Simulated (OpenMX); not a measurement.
**Hf2Pd2Se2Br2O3 under changes of volume**

One of the cells (20.365 Å³/atom); the others are scaled copies at fixed shape and fractional positions:

```
CELL_PARAMETERS angstrom
5.76069 0.00496 -0.00286
-0.52750 5.84664 0.03413
-1.48435 -0.92642 6.64586
ATOMIC_POSITIONS crystal
Hf 0.74540 0.39602 0.34989
Hf 0.28763 0.45322 0.59401
Pd 0.90854 0.13294 0.84849
Pd 0.25249 0.90323 0.35874
Se 0.63469 0.40355 0.93716
Se 0.62597 0.78174 0.53023
Br 0.85273 0.99089 0.15355
Br 0.22526 0.82084 0.86223
O 0.96040 0.28925 0.59026
O 0.43233 0.24524 0.40864
O 0.07457 0.58308 0.36682
```

The cell was built by a generator and needn't be a form met in nature.

| Property | Result |
| --- | --- |
| Program | OpenMX 3.8.5 |
| Functional | PBE |
| Potentials or basis | OpenMX 2013 PBE set, Hf7.0-s3p2d2, Pd7.0-s3p2d1, Se7.0-s3p2d1, Br7.0-s3p2d1, O6.0-s2p2, fixed grid of 70 × 70 × 80 points |
| k mesh | 5 × 5 × 5 |
| Occupations | fermi-dirac, width 0.05 eV |
| Spin | no spin polarisation |

| volume (Å³/atom) | energy over the lowest point (meV/atom) | gap on the mesh (eV) | largest force (eV/Å) |
| --- | --- | --- | --- |
| 19.143 | 37.39 | 0.14 | 1.187 |
| 19.550 | 18.80 | 0.14 | 0.964 |
| 19.957 | 6.82 | 0.13 | 0.802 |
| 20.365 | 0.76 | 0.12 | 0.699 |
| 20.772 | 0.00 | 0.12 | 0.584 |
| 21.179 | ? | ? | ? |
| 21.586 | 12.28 | 0.10 | 0.744 |

**Question.** What does the run at 21.179 Å³/atom give?

**Answer.** Energy over the lowest point 4.01 meV/atom; gap on the mesh 0.11 eV; largest force 0.584 eV/Å.

Worked out: A Birch-Murnaghan fit of order 3 (a polynomial in V^(-2/3)) to the other rows has its minimum at 20.63 Å³/atom with B0 = V·E''(V) = 98 GPa and B' = 4.5 at fixed shape and positions, which overstates the stiffness. It gives 4.01 meV/atom at 21.179 Å³/atom, against the run's 4.01. A straight line through the other rows of the gap, of slope -0.342 eV per unit of ln V, gives 0.11 eV, against the run's 0.11.

Energies are extrapolated to zero smearing.

Caveats: spin-orbit coupling is left out, which moves the levels of the heavy elements; an odd mesh through Γ misses points on the zone boundary, where band edges often lie; the basis of atomic orbitals isn't converged, which shifts pressures, moduli and gaps; forces of over 1 eV/Å show positions far from the minimum, so gaps and moduli don't describe the material at rest (some runs).
